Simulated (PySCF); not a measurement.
# CSeO (SMILES O=C=[Se]) at 5 levels

We compute a comparison of 5 runs (HF/6-31G, HF/def2-SVP, B2PLYP/cc-pVTZ, MP2/STO-3G, MP2/def2-SVP) of CSeO. Input form: a Python script.

The calculation is run with PySCF 2.14.0.

## 1. The system as given

CSeO: 3 atoms, total charge 0, spin state singlet. As SMILES, `O=C=[Se]`. The shape is that of a PBE0-D4/def2-TZVP optimisation.

Bond lengths: O1–C2 1.149 Å, C2–Se3 1.707 Å. Angles: O1–C2–Se3 180.0°.

## 2. Energy and gradient at HF/6-31G (run 1)

job.py

```python
import pyscf.grad
from pyscf import gto

system = gto.M(
    atom='O -0.819960 0.994920 -0.346520; C -0.114120 0.138480 -0.048230; Se 0.934090 -1.133390 0.394750',
    verbose=4,
    charge=0,
    max_memory=1860,
    basis='6-31g',
)

hf = system.RHF()
hf.conv_tol = 1e-10
hf.kernel()
if not hf.converged:
    hf = hf.newton().run(hf.mo_coeff, hf.mo_occ)

etot = hf.e_tot
print('E = %.10f Eh' % etot)
grad = hf.Gradients().kernel()
hf.analyze()
```

Command:

```
$ OMP_NUM_THREADS=1 python job.py
```

The log of the run:

```text
PySCF version 2.14.0

[... 76 lines left out ...]
DFT Exchange-Correlation Energy =      -98.871835469890812
[... 10 lines left out ...]
MO #9   energy= -6.66284230775638  occ= 2
[... 8 lines left out ...]
MO #18  energy= -1.04607015691292  occ= 2
[... 8 lines left out ...]
MO #27  energy= 0.162996623414065  occ= 0
[... 8 lines left out ...]
MO #36  energy= 1.06663104071644   occ= 0
[... 8 lines left out ...]
MO #45  energy= 4.11139102625128   occ= 0
[... 51 lines left out ...]
Dipole moment(X, Y, Z, Debye):  0.26304, -0.31916,  0.11116
```

Wall time 3 s (1 thread of Arm Neoverse V1, shared host); peak memory 0.13 GiB.

## 3. Energy and forces at HF/def2-SVP (run 2)

input.py

```python
import pyscf.grad
from pyscf import gto

molecule = gto.M(
    atom='''
O     -0.819960     0.994920    -0.346520
C     -0.114120     0.138480    -0.048230
Se     0.934090    -1.133390     0.394750
''',
    max_memory=1860,
    basis='def2-svp',
    charge=0,
    verbose=4,
)

myscf = molecule.RHF()
myscf.conv_tol = 1e-10
myscf.kernel()
if not myscf.converged:
    myscf = myscf.newton().run(myscf.mo_coeff, myscf.mo_occ)

e_tot = myscf.e_tot
print(f'total energy: {e_tot:.8f} hartree')
grad = myscf.Gradients().kernel()
myscf.analyze()
```

Command:

```
$ OMP_NUM_THREADS=1 python input.py
```

The log of the run:

```text
PySCF version 2.14.0

[... 76 lines left out ...]
DFT Exchange-Correlation Energy =      -98.856341824270203
[... 13 lines left out ...]
MO #12  energy= -2.65383205026723  occ= 2
[... 11 lines left out ...]
MO #24  energy= -0.385763358867135 occ= 2
[... 11 lines left out ...]
MO #36  energy= 0.728962280861564  occ= 0
[... 11 lines left out ...]
MO #48  energy= 1.98062960461396   occ= 0
[... 11 lines left out ...]
MO #60  energy= 4.06568642654174   occ= 0
[... 66 lines left out ...]
Dipole moment(X, Y, Z, Debye):  0.34183, -0.41476,  0.14446
```

Wall time 2.5 s (1 thread of Arm Neoverse V1, shared host); peak memory 0.13 GiB.

## 4. The energy at B2PLYP/cc-pVTZ (run 3)

input.py

```python
from pyscf import gto, dft, mp

molecule = gto.M(
    atom='O -0.819960 0.994920 -0.346520; C -0.114120 0.138480 -0.048230; Se 0.934090 -1.133390 0.394750',
    verbose=4,
    max_memory=1860,
    spin=0,
    basis='cc-pvtz',
)

mf = dft.RKS(molecule)
mf.xc = '0.53*HF + 0.47*B88, 0.73*LYP'
mf.grids.level = 5
mf.conv_tol = 1e-10
mf.kernel()
if not mf.converged:
    mf = mf.newton().run(mf.mo_coeff, mf.mo_occ)

pt = mp.MP2(mf, frozen=11).run()
e_tot = mf.e_tot + 0.27 * pt.e_corr
print('PT2 part  %.8f' % (0.27 * pt.e_corr))
print('E = %.10f Eh' % e_tot)
dip = mf.dip_moment()
pop, q = mf.mulliken_pop()
```

Command:

```
$ OMP_NUM_THREADS=1 python input.py
```

The log of the run:

```text
PySCF version 2.14.0

[... 75 lines left out ...]
converged SCF energy = -2514.31796076937
[... 10 lines left out ...]
Dipole moment(X, Y, Z, Debye):  0.38547, -0.46771,  0.16290
[... 107 lines left out ...]
charge of    2Se =     -0.03012
```

Wall time 15 s (1 thread of Arm Neoverse V1, shared host); peak memory 0.52 GiB.

Run 4 isn't shown in full; the table further down has it.

## 5. Energy and forces at MP2/def2-SVP (run 5)

calc.py

```python
# O=C=[Se]
import pyscf.grad
from pyscf import gto, scf, mp

system = gto.M(
    atom=[
    ('O', (-0.819960, 0.994920, -0.346520)),
    ('C', (-0.114120, 0.138480, -0.048230)),
    ('Se', (0.934090, -1.133390, 0.394750)),
],
    max_memory=1860,
    charge=0,
    verbose=4,
    basis='def2-svp',
)

mf = scf.RHF(system)
mf.conv_tol = 1e-10
mf.kernel()
if not mf.converged:
    mf = mf.newton().run(mf.mo_coeff, mf.mo_occ)

pt = mp.MP2(mf, frozen=11).run()
e_final = pt.e_tot
print(f'total energy: {e_final:.8f} hartree')
grad = pt.Gradients().kernel()
dip = mf.dip_moment()
pop, q = mf.mulliken_pop()
```

Command:

```
$ OMP_NUM_THREADS=1 python calc.py
```

The log of the run:

```text
PySCF version 2.14.0

[... 59 lines left out ...]
converged SCF energy = -2512.19481552356
[... 8 lines left out ...]
total energy: -2512.73326709 hartree
[... 6 lines left out ...]
Dipole moment(X, Y, Z, Debye):  0.34183, -0.41476,  0.14446
[... 64 lines left out ...]
charge of    2Se =     -0.11509
```

Run time: 3.9 s. Hardware: 1 thread of Arm Neoverse V1, shared host; peak memory 0.35 GiB.

## 6. All runs side by side

| run | level | task | frozen core orbitals | energy (Eh) | dipole moment (D) of the reference | HOMO energy (eV) | LUMO energy (eV) | wall time |
| --- | --- | --- | --- | --- | --- | --- | --- | --- |
| 1 | HF/6-31G | gradient | – | -2512.149535 | 0.43 | -10.53 | 2.64 | 3 s |
| 2 | HF/def2-SVP | gradient | – | -2512.194816 | 0.56 | -10.50 | 2.96 | 2.5 s |
| 3 | B2PLYP/cc-pVTZ | energy | 11 | -2514.516335 | 0.63 | -8.93 | 0.43 | 15 s |
| 4 | MP2/STO-3G | gradient | 11 | -2484.963802 | 1.05 | -7.51 | 6.67 | 1.4 s |
| 5 | MP2/def2-SVP | gradient | 11 | -2512.733267 | 0.56 | -10.50 | 2.96 | 3.9 s |

## 7. Outcome

```
                                           quantity           value
                                run 5: total energy  -2512.73327 Eh
        run 5: dipole moment (Hartree–Fock density)          0.56 D
         run 5: HOMO energy (Hartree–Fock orbitals)       -10.50 eV
         run 5: LUMO energy (Hartree–Fock orbitals)         2.96 eV
       run 5: HOMO–LUMO gap (Hartree–Fock orbitals)        13.46 eV
run 5: correlation energy (11 core orbitals frozen)      -538.5 mEh
                    run 5: largest force on an atom      2.205 eV/Å
```

What this shows: Over runs 1, 2, 3 the dipole moment (its size) runs from 0.43 D (HF/6-31G) to 0.63 D (B2PLYP/cc-pVTZ). The two ends differ in method and basis. A double hybrid's value is that of its SCF part. Over runs 1, 2, 3 the HOMO–LUMO gap runs from 9.35 eV (B2PLYP/cc-pVTZ) to 13.46 eV (HF/def2-SVP). In run 4 the basis is minimal, so the values are rough. All runs together took 26 s, the longest 15 s.
